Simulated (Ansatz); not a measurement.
# ClSn: ladder of basis sets

Computed with Ansatz 0.2.0 through its Python package. The levels of theory stand in the script.

### Step 1. The structure

Bond lengths: Sn1–Cl2 2.320 Å.

No structure file is read: the coordinates are typed or built in the script.

### Step 2. Script

Contents of basis_clsn.py:

```python
import ansatz as az


def main() -> None:
    geometry_ang = [
        ("Sn", (0.0, 0.0, 0.0)),
        ("Cl", (0.0, 0.0, 2.32)),
    ]
    system = az.Crystal.molecule()
    for symbol, xyz in geometry_ang:
        system = system.atom(symbol, xyz)

    job = (
        system.calculation()
        .functional("pbe0")
        .spin("collinear", total=1)
        .scf(lower_state_search="off")
    )

    energies = {}
    for basis in ["def2-SVP", "def2-SVPD", "def2-TZVP", "def2-TZVPP"]:
        report = job.basis(gaussian=basis).run(threads=1, backend="cpu").report
        size = report["n_frozen"] + report["n_occupied"][0] + report["n_virtual"][0]
        energies[basis] = (report["reference_energy_ev"] / 27.211386246, report["free_energy_ev"] / 27.211386246)
        print(f"{basis:14s} {size:4d} orbitals  reference {energies[basis][0]:14.6f} Ha  total {energies[basis][1]:14.6f} Ha")

    last = energies["def2-TZVPP"][1]
    for basis, (_, total) in energies.items():
        print(f"{basis:14s} lies {27.211386 * (total - last):9.4f} eV above def2-TZVPP")


if __name__ == "__main__":
    main()
```

### Step 3. What the engine is handed

The engine receives this input (first run):

```yaml
crystal:
  periodic: [false, false, false]
  atoms:
    - { symbol: Sn, position_ang: [0.0, 0.0, 0.0] }
    - { symbol: Cl, position_ang: [0.0, 0.0, 2.32] }
basis:
  gaussian:
    orbitals: def2-SVP
hamiltonian:
  xc: pbe0
magnetization:
  spin_polarized: true
  initial_magnetization: 1.0
scf:
  lower_state_search: "off"
```

### Step 4. The run

Started as:

```sh
> python basis_clsn.py
```

What time and memory should one allow on 1 thread of Intel Xeon 6975P-C (Granite Rapids), shared host?

About 4 s, with a peak of 0.23 GiB.
